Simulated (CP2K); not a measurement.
**CH3AlF2O (SMILES C[O][Al]([F])[F]) at 3 levels**

Wanted: a comparison of 3 runs (GFN2-xTB, MNDOD, PM6) of CH3AlF2O. 

Program for the calculation: CP2K 2026.2.

1 further run of the same task is left out (it didn't finish).

### Step 1. The structure to begin with

The species is CH3AlF2O (8 atoms), meant as a singlet with charge 0. SMILES: `C[O][Al]([F])[F]`. Geometry: relaxed at PBE0-D4/def2-TZVP.

Bond lengths: C1–O2 1.401 Å, O2–Al3 1.661 Å, Al3–F4 1.634 Å, Al3–F5 1.639 Å, C1–H6 1.095 Å, C1–H7 1.094 Å, C1–H8 1.094 Å. Angles: C1–O2–Al3 136.9°, O2–Al3–F4 119.6°, O2–Al3–F5 122.1°, F4–Al3–F5 118.3°, O2–C1–H6 112.5°, O2–C1–H7 109.7°, O2–C1–H8 109.7°, H6–C1–H7 108.4°, H6–C1–H8 108.4°, H7–C1–H8 108.1°.

### Step 2. Energy and forces at GFN2-xTB (run 1)

Contents of run.inp:

```
&GLOBAL
   PROJECT_NAME run
   RUN_TYPE ENERGY_FORCE
   PRINT_LEVEL MEDIUM
&END
&FORCE_EVAL
   METHOD QUICKSTEP
   &DFT
      &QS
         METHOD XTB
         EPS_DEFAULT 1.0E-10
         &XTB
            GFN_TYPE TBLITE
            &TBLITE
               METHOD GFN2
            &END
            CHECK_ATOMIC_CHARGES F
         &END
      &END
      ! no periodic images
      &POISSON
         PERIODIC NONE
         POISSON_SOLVER ANALYTIC
      &END
      ! self-consistent field
      &SCF
         SCF_GUESS ATOMIC
         EPS_SCF 1.0E-06
         MAX_SCF 150
         ADDED_MOS 2
         MAX_DIIS 8
         &DIAGONALIZATION
            ALGORITHM STANDARD
         &END
         &MIXING
            METHOD DIRECT_P_MIXING
            ALPHA 0.4
         &END
         &SMEAR ON
            METHOD FERMI_DIRAC
            ELECTRONIC_TEMPERATURE [K] 300
         &END
      &END
      ! extra output
      &PRINT
         &MOMENTS
            PERIODIC F
            REFERENCE COM
            MAX_MOMENT 1
         &END
         &MO ON
            ENERGIES T
            OCCUPATION_NUMBERS T
            NDIGITS 6
            &EACH
               QS_SCF 0
            &END
            ADD_LAST NUMERIC
         &END
         &HIRSHFELD OFF
         &END
      &END
   &END
   &SUBSYS
      ! box in angstrom
      &CELL
         ABC 10.7 12.1 11.8
         PERIODIC NONE
      &END
      &COORD
         C     -0.239000     0.900700     0.881500
         O     -0.459800    -0.316300     0.222600
         Al     0.227600    -1.156300    -1.035300
         F     -0.392600    -2.602700    -1.474500
         F      1.520300    -0.581200    -1.861800
         H      0.609600     1.454200     0.465200
         H     -0.042800     0.715700     1.941600
         H     -1.131100     1.528900     0.804800
      &END
      &TOPOLOGY
         &CENTER_COORDINATES
         &END
      &END
   &END
   &PRINT
      &FORCES ON
      &END
   &END
&END
```

Started as:

```sh
OMP_NUM_THREADS=1 cp2k.psmp -i run.inp > run.out 2>&1
```

Log:

```text
CP2K| version string:                                       CP2K version 2026.2
[...]
 GLOBAL| Method name                                                        CP2K
[...]
 GLOBAL| Run type                                                   ENERGY_FORCE
[...]
                             - Atoms:                                          8
[...]
                             - Spherical basis functions:                     28
[...]
 Number of electrons:                                                         30
[...]
  *** SCF run converged in    16 steps ***
[...]
  Fermi energy:                                                -0.33023548663469
[...]
 TB_DIPOLE| Moment [Debye]         -0.23800098       2.12391570       1.74573175
 TB_DIPOLE| Derivative [a.u.]       0.00000000       0.00000000       0.00000000
[...]
 ENERGY| Total FORCE_EVAL ( QS ) energy [hartree]            -18.475936555350906
 FORCES| Atomic forces [hartree/bohr]
 FORCES|   Atom     x               y               z               |f|
 FORCES|      1  8.70446370E-04  8.53043073E-03  5.35977922E-03   1.01120304E-02
 FORCES|      2  3.17598953E-03 -3.95192583E-03 -5.87634024E-03   7.76118560E-03
 FORCES|      3 -4.05036313E-03 -5.22594043E-04  3.50520215E-03   5.38191306E-03
 FORCES|      4 -8.91290268E-04 -3.73676937E-04  5.80658589E-04   1.12747381E-03
 FORCES|      5  2.63224266E-03  1.30078062E-03 -1.59122714E-03   3.33957115E-03
 FORCES|      6 -1.48734945E-03 -1.59312804E-03  2.68744463E-04   2.19601661E-03
 FORCES|      7  2.74215243E-04 -1.98624924E-03 -7.13813976E-04   2.12835862E-03
 FORCES|      8 -5.23890958E-04 -1.40363726E-03 -1.53300306E-03   2.14353859E-03
 FORCES| Sum    -6.19079440E-17 -2.10985743E-16 -4.01154804E-17
 FORCES| Total atomic force                                       2.23510244E-16
[...]
```

It took 0.44 s on 1 thread of Arm Neoverse N1, shared host; peak memory 0.14 GiB.

### Step 3. The energy at MNDOD (run 2)

Contents of calc.inp:

```
&GLOBAL
   PROJECT calc
   RUN_TYPE ENERGY
   PRINT_LEVEL MEDIUM
&END

&FORCE_EVAL
   METHOD Quickstep
   &DFT
      CHARGE 0
      MULTIPLICITY 1
      ! Quickstep
      &QS
         METHOD MNDOD
         EPS_DEFAULT 1.0E-10
         &SE
            &COULOMB
               CUTOFF [angstrom] 50
               RC_RANGE [angstrom] 0
            &END
            &EXCHANGE
               CUTOFF [angstrom] 50
               RC_RANGE [angstrom] 0
            &END
         &END
      &END
      &POISSON
         PERIODIC NONE
         POISSON_SOLVER ANALYTIC
      &END
      ! self-consistent field
      &SCF
         SCF_GUESS ATOMIC
         EPS_SCF 1.0E-07
         MAX_SCF 150
         ADDED_MOS 2
         &DIAGONALIZATION
            ALGORITHM STANDARD
         &END
         &MIXING
            METHOD DIRECT_P_MIXING
            ALPHA 0.4
         &END
      &END
      &PRINT
         &MOMENTS
            PERIODIC F
            REFERENCE COM
            MAX_MOMENT 1
         &END
         &MO ON
            ENERGIES T
            OCCUPATION_NUMBERS T
            NDIGITS 6
            &EACH
               QS_SCF 0
            &END
            ADD_LAST NUMERIC
         &END
         &HIRSHFELD OFF
         &END
      &END
   &END
   &SUBSYS
      &CELL
         ABC [angstrom] 12.7 14.1 13.8
         PERIODIC NONE
      &END
      &COORD
         C     -0.239000     0.900700     0.881500
         O     -0.459800    -0.316300     0.222600
         Al     0.227600    -1.156300    -1.035300
         F     -0.392600    -2.602700    -1.474500
         F      1.520300    -0.581200    -1.861800
         H      0.609600     1.454200     0.465200
         H     -0.042800     0.715700     1.941600
         H     -1.131100     1.528900     0.804800
      &END
      &TOPOLOGY
         &CENTER_COORDINATES
         &END
      &END
   &END
&END
```

Started as:

```sh
OMP_NUM_THREADS=1 cp2k.psmp calc.inp > calc.out
```

Log:

```text
CP2K| version string:                                       CP2K version 2026.2
[...]
 GLOBAL| Method name                                                        CP2K
[...]
 GLOBAL| Run type                                                         ENERGY
[...]
                             - Atoms:                                          8
[...]
                             - Spherical basis functions:                     28
[...]
 Number of electrons:                                                         30
[...]
     1 P_Mix/Diag. 0.40E+00    0.0     0.77016387       -48.6484150559 -4.86E+01
[...]
    16 DIIS/Diag.  0.53E-07    0.0     0.00000009       -55.3360184158 -5.76E-13
  *** SCF run converged in    16 steps ***
  Core-core repulsion energy [eV]:                           1991.19039260614477
  Core Hamiltonian energy [eV]:                             -2537.08011036531025
  Two-electron integral energy [eV]:                        -1919.75984089142412
  Electronic energy [eV]:                                   -3496.96003081102253
  Total energy [eV]:                                        -1505.76963820487777
  Atomic reference energy [eV]:                              1494.77184742756685
  Heat of formation [kcal/mol]:                              -253.61510035927267
[...]
 SE_DIPOLE| Moment [Debye]          0.07344649      -1.80161716      -1.35711514
 SE_DIPOLE| Derivative [a.u.]       0.00000000       0.00000000       0.00000000
 ENERGY| Total FORCE_EVAL ( QS ) energy [hartree]            -55.336018415766034
[...]
```

Wall time 0.44 s (1 thread of Arm Neoverse N1, shared host); peak memory 0.13 GiB.

### Step 4. Energy and forces at PM6 (run 3)

Contents of mol.inp:

```
&GLOBAL
  PROJECT_NAME mol
  RUN_TYPE ENERGY_FORCE
  PRINT_LEVEL MEDIUM
&END
&FORCE_EVAL
  METHOD QUICKSTEP
  &DFT
    CHARGE 0
    MULTIPLICITY 1
    &QS
      METHOD PM6
      EPS_DEFAULT 1.0E-14
      &SE
        &COULOMB
          CUTOFF [angstrom] 50
          RC_RANGE [angstrom] 0
        &END
        &EXCHANGE
          CUTOFF [angstrom] 50
          RC_RANGE [angstrom] 0
        &END
      &END
    &END
    &POISSON
      PERIODIC NONE
      POISSON_SOLVER ANALYTIC
    &END
    &SCF
      SCF_GUESS ATOMIC
      EPS_SCF 1.0E-07
      MAX_SCF 80
      ADDED_MOS 8
      &DIAGONALIZATION
        ALGORITHM STANDARD
      &END
      &MIXING
        METHOD DIRECT_P_MIXING
        ALPHA 0.4
      &END
    &END
    &PRINT
      &MOMENTS
        PERIODIC F
        REFERENCE COM
        MAX_MOMENT 1
      &END
      &MO ON
        ENERGIES T
        OCCUPATION_NUMBERS T
        NDIGITS 6
        &EACH
          QS_SCF 0
        &END
        ADD_LAST NUMERIC
      &END
      &HIRSHFELD OFF
      &END
    &END
  &END
  &SUBSYS
    &CELL
      ABC [angstrom] 10.7 12.1 11.8
      PERIODIC NONE
    &END
    &COORD
      C     -0.239000     0.900700     0.881500
      O     -0.459800    -0.316300     0.222600
      Al     0.227600    -1.156300    -1.035300
      F     -0.392600    -2.602700    -1.474500
      F      1.520300    -0.581200    -1.861800
      H      0.609600     1.454200     0.465200
      H     -0.042800     0.715700     1.941600
      H     -1.131100     1.528900     0.804800
    &END
    &TOPOLOGY
      &CENTER_COORDINATES
      &END
    &END
  &END
  &PRINT
    &FORCES ON
    &END
  &END
&END
```

Started as:

```sh
OMP_NUM_THREADS=1 cp2k.psmp mol.inp > mol.out
```

Log:

```text
CP2K| version string:                                       CP2K version 2026.2
[...]
 GLOBAL| Method name                                                        CP2K
[...]
 GLOBAL| Run type                                                   ENERGY_FORCE
[...]
                             - Atoms:                                          8
[...]
                             - Spherical basis functions:                     28
[...]
 Number of electrons:                                                         30
[...]
     1 P_Mix/Diag. 0.40E+00    0.0     0.76142352       -47.7436363372 -4.77E+01
[...]
    20 DIIS/Diag.  0.27E-07    0.0     0.00000007       -53.4136186133 -1.63E-13
  *** SCF run converged in    20 steps ***
  Core-core repulsion energy [eV]:                           1892.95999525212756
  Core Hamiltonian energy [eV]:                             -2475.82896767057537
  Two-electron integral energy [eV]:                        -1741.17901367351988
  Electronic energy [eV]:                                   -3346.41847450733485
  Total energy [eV]:                                        -1453.45847925520752
  Atomic reference energy [eV]:                              1442.30345590756679
  Heat of formation [kcal/mol]:                              -257.24096985537511
[...]
 SE_DIPOLE| Moment [Debye]          0.00507926      -2.31378447      -1.65857770
 SE_DIPOLE| Derivative [a.u.]       0.00000000       0.00000000       0.00000000
 ENERGY| Total FORCE_EVAL ( QS ) energy [hartree]            -53.413618613336752
[...]
```

Run time: 0.44 s. Hardware: 1 thread of Arm Neoverse N1, shared host; peak memory 0.14 GiB.

### Step 5. Overview of the runs

```csv
run,level,task,SCF convergence threshold,energy (Eh),dipole moment (D),HOMO energy (eV),LUMO energy (eV),wall time
1,GFN2-xTB,gradient,1e-06,-18.475937,2.76,-12.34,-8.09,0.44 s
2,MNDOD,energy,1e-07,-55.336018,2.26,-12.46,0.75,0.44 s
3,PM6,gradient,1e-07,-53.413619,2.85,-11.13,0.97,0.44 s
```

### Step 6. Outcome

| quantity | value |
| --- | --- |
| run 3: total energy | -53.41362 Eh |
| run 3: dipole moment | 2.85 D |
| run 3: HOMO energy | -11.13 eV |
| run 3: LUMO energy | 0.97 eV |
| run 3: HOMO–LUMO gap | 12.09 eV |
| run 3: heat of formation at this unrelaxed shape | -257.2 kcal/mol |
| run 3: largest force on an atom | 2.763 eV/Å |

The dipole moment (its size) runs from 2.26 D (MNDOD) to 2.85 D (PM6). Some of these are taken from atomic charges alone. The HOMO–LUMO gap runs from 4.25 eV (GFN2-xTB) to 13.22 eV (MNDOD). Force-field and semi-empirical energies have zeros of their own, so their totals don't compare. All runs together took 1.3 s, the longest 0.44 s.
